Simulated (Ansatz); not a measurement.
# BClO + H₂: a complex and its separated parts

The complex below is one end of an elementary step. How strongly is it bound against its free parts?

Program: Ansatz 0.2.0, Gaussian basis. Level of theory: PBE0-D4/def2-TZVP structures, single points in def2-TZVPP, no counterpoise correction. These are calculated values, not measurements.

Levels: SPW92, PBE-D4, BLYP-D4, r2SCAN-D4, B97M-V, PBE0-D4, B3LYP-D4, r2SCAN0-D4, BHLYP-D4, CAM-B3LYP-D4, wB97X-V, wB97M-V, B2PLYP, PBE-QIDH, RPA on PBE, Hartree-Fock, MP2, CCSD, CCSD(T).

Correlated methods freeze the cores. B3LYP uses VWN-RPA correlation. B2PLYP carries no dispersion term here.

56 further runs of the same task are left out: 56 set aside as unsound or not needed.

## (1) The system as given

The complex: 5 atoms, charge 0, spin multiplicity 1.

Atoms are counted from 1 here; the program's logs count them from 0.

Bond lengths: B1–O3 1.204 Å, B1–Cl5 1.680 Å, H2–H4 0.747 Å. Angles: O3–B1–Cl5 179.9°.

Coordinates:

```
atom     x (Å)     y (Å)     z (Å)
  B1  -0.56361   0.01520  -1.11005
  H2   0.94629   0.05669   1.83563
  O3  -0.72406  -1.17505  -1.02591
  H4   0.68356  -0.57298   1.53123
 Cl5  -0.34219   1.67623  -1.23090
```

Its parts: BClO holds atoms 1, 3, 5; H₂ holds atoms 2, 4. Each part counts its atoms afresh in its own runs.

## (2) Relaxing BClO alone

Contents of relax-a/in.yaml:

```yaml
crystal:
  periodic: [false, false, false]
  atoms:
    - {symbol: B, position_ang: [-0.563615, 0.015204, -1.110049]}
    - {symbol: O, position_ang: [-0.724055, -1.175052, -1.025905]}
    - {symbol: Cl, position_ang: [-0.342185, 1.676233, -1.230898]}
basis:
  gaussian: {orbitals: def2-TZVP}
hamiltonian: {xc: pbe0, dispersion: d4}
relax: {f_tol: 0.005, max_steps: 200}
```

Launch:

```sh
$ ansatz run in.yaml --threads 2 --pin off --events-out ev --progress --plain --max-ram 4352MiB
```

After this run come: Relaxing H₂ alone; SPW92/def2-TZVPP; PBE-D4/def2-TZVPP; BLYP-D4/def2-TZVPP; r2SCAN-D4/def2-TZVPP; B97M-V/def2-TZVPP; PBE0-D4/def2-TZVPP; B3LYP-D4/def2-TZVPP; r2SCAN0-D4/def2-TZVPP; BHLYP-D4/def2-TZVPP; CAM-B3LYP-D4/def2-TZVPP; wB97X-V/def2-TZVPP; wB97M-V/def2-TZVPP; B2PLYP/def2-TZVPP; PBE-QIDH/def2-TZVPP; RPA on PBE/def2-TZVPP; CCSD(T)/def2-TZVPP; Vibrations of BClO; Vibrations of H₂.

Before running it: what results should come out? Wanted: complex less parts, CCSD(T)/def2-TZVPP; with zero-point energy; largest T1 diagnostic.

As calculated:

```
                              quantity       value
complex less parts, CCSD(T)/def2-TZVPP  -0.0213 eV
                with zero-point energy  +0.0162 eV
                 largest T1 diagnostic       0.016
```

What this shows: At CCSD(T) the complex lies 0.0213 eV below its parts. The functionals run from PBE-QIDH, off by +0.0023 eV, to SPW92, off by -0.0369 eV, against CCSD(T). Mean unsigned error by rung: LDA 0.0369, GGA 0.0085, meta-GGA 0.0046, hybrid 0.0068, range-separated hybrid 0.0078, double hybrid 0.0072 eV. PBE-D4 gives a relative energy 0.0146 eV too low, an error of 69 % of the reference. No counterpoise was applied, and triple zeta lacks some correlation, so the CCSD(T) reference has a basis error of its own, and close matches with it are partly luck.
